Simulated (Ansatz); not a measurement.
# CH₈N₃OTa: one species, many methods

One table from this session's results is given with a row withheld; the runs are named, their logs left out.

Computed with Ansatz 0.2.0, Gaussian basis. Level: functionals in def2-TZVPP, the program's frozen cores in correlated methods.

Plan: LDA (SPW92), PBE-D4, revPBE-D4, BLYP-D4, r2SCAN-D4, B97M-V, PBE0-D4, B3LYP-D4, r2SCANh-D4, r2SCAN0-D4, HSE06-D4, BHLYP-D4, CAM-B3LYP-D4, LC-ωPBE, ωB97X-V, ωB97M-V, B2PLYP, PBE-QIDH; CCSD(T)/def2-SVP; MP2/def2-TZVPP; MP2/def2-QZVPP; RPA on PBE.

**The relaxed structure**

All runs share one geometry, relaxed beforehand with PBE0-D4 in a triple-zeta def2 set. Ta takes the def2 core potential; no spin-orbit term is included.

14 atoms, charge 0, spin multiplicity 1.

Atoms are counted from 1 here; the program's logs count them from 0.

Bond lengths: C1–O2 1.393 Å, C1–H7 1.095 Å, C1–H8 1.095 Å, C1–H9 1.095 Å, O2–Ta3 1.901 Å, Ta3–N4 1.773 Å, Ta3–N5 1.996 Å, Ta3–N6 1.996 Å, N4–H10 1.005 Å, N5–H11 1.007 Å, N5–H12 1.010 Å, N6–H13 1.010 Å, N6–H14 1.007 Å. Angles: O2–C1–H7 110.1°, O2–C1–H8 110.1°, O2–C1–H9 111.2°, H7–C1–H8 108.3°, H7–C1–H9 108.5°, H8–C1–H9 108.5°, C1–O2–Ta3 150.3°, O2–Ta3–N4 114.9°, O2–Ta3–N5 108.7°, O2–Ta3–N6 108.7°, N4–Ta3–N5 106.0°, N4–Ta3–N6 106.0°, N5–Ta3–N6 112.7°, Ta3–N4–H10 172.7°, Ta3–N5–H11 125.1°, Ta3–N5–H12 124.9°, H11–N5–H12 110.0°, Ta3–N6–H13 124.9° and more.

Set-up of the first run:

The input, in.yaml:

```yaml
crystal:
  periodic: [false, false, false]
  atoms:
    - {symbol: C, position_ang: [-0.498063, -0.444625, 2.464590]}
    - {symbol: O, position_ang: [-0.446413, -0.507795, 1.074402]}
    - {symbol: Ta, position_ang: [0.171564, 0.176253, -0.587820]}
    - {symbol: N, position_ang: [1.211274, 1.606660, -0.465630]}
    - {symbol: N, position_ang: [-1.406325, 0.735283, -1.674516]}
    - {symbol: N, position_ang: [1.269489, -1.226640, -1.487586]}
    - {symbol: H, position_ang: [-0.098234, -1.367409, 2.898016]}
    - {symbol: H, position_ang: [-1.534954, -0.328699, 2.797236]}
    - {symbol: H, position_ang: [0.085669, 0.399698, 2.845367]}
    - {symbol: H, position_ang: [1.785281, 2.408493, -0.269797]}
    - {symbol: H, position_ang: [-1.513476, 1.632129, -2.120490]}
    - {symbol: H, position_ang: [-2.190557, 0.141076, -1.901481]}
    - {symbol: H, position_ang: [0.957576, -2.167139, -1.681996]}
    - {symbol: H, position_ang: [2.194370, -1.086484, -1.861295]}
basis:
  gaussian: {orbitals: def2-TZVPP}
hamiltonian: {xc: lda}
output: {orbitals: {seedname: orbitals}}
```

Run with:

```bash
$ ansatz run in.yaml --threads 4 --pin off --events-out ev --progress --plain --max-ram 11315MiB
```

Among the steps run: LDA; PBE-D4 (GGA); revPBE-D4 (GGA); BLYP-D4 (GGA); r2SCAN-D4 (meta-GGA); B97M-V (meta-GGA); B3LYP-D4 (hybrid); r2SCANh-D4 (hybrid); r2SCAN0-D4 (hybrid); HSE06-D4 (hybrid); BHLYP-D4 (hybrid); CAM-B3LYP-D4 (range-separated); LC-ωPBE (range-separated); ωB97X-V (range-separated); ωB97M-V (range-separated); B2PLYP (double hybrid); PBE-QIDH (double hybrid).

One table of the session follows, with a row left open; its other results are not shown here.

It belongs to the step «Orbital energies across the functionals». 

```
  functional  HOMO (eV)  LUMO (eV)  gap (eV)
 LDA (SPW92)      -5.65      -0.65      5.00
      PBE-D4      -5.47      -0.47      5.00
   revPBE-D4      -5.40      -0.38      5.02
     BLYP-D4      -5.34      -0.46      4.88
   r2SCAN-D4      -5.78      -0.20      5.57
      B97M-V      -5.84      -0.41      5.43
     PBE0-D4          ?          ?         ?
    B3LYP-D4      -6.62      -0.05      6.57
  r2SCANh-D4      -6.30       0.13      6.42
  r2SCAN0-D4      -7.08       0.54      7.62
    HSE06-D4      -6.46      -0.11      6.35
    BHLYP-D4      -8.17       0.78      8.95
CAM-B3LYP-D4      -8.26       0.95      9.21
     LC-ωPBE      -9.65       2.15     11.80
     ωB97X-V      -9.27       1.92     11.18
     ωB97M-V      -9.17       1.46     10.63
```

Q: Estimate the row for PBE0-D4 from the others.

As computed: HOMO (eV): -6.86; LUMO (eV): 0.25; gap (eV): 7.11. In the column «HOMO (eV)» it lies between r2SCAN0-D4 (-7.08) and B3LYP-D4 (-6.62).
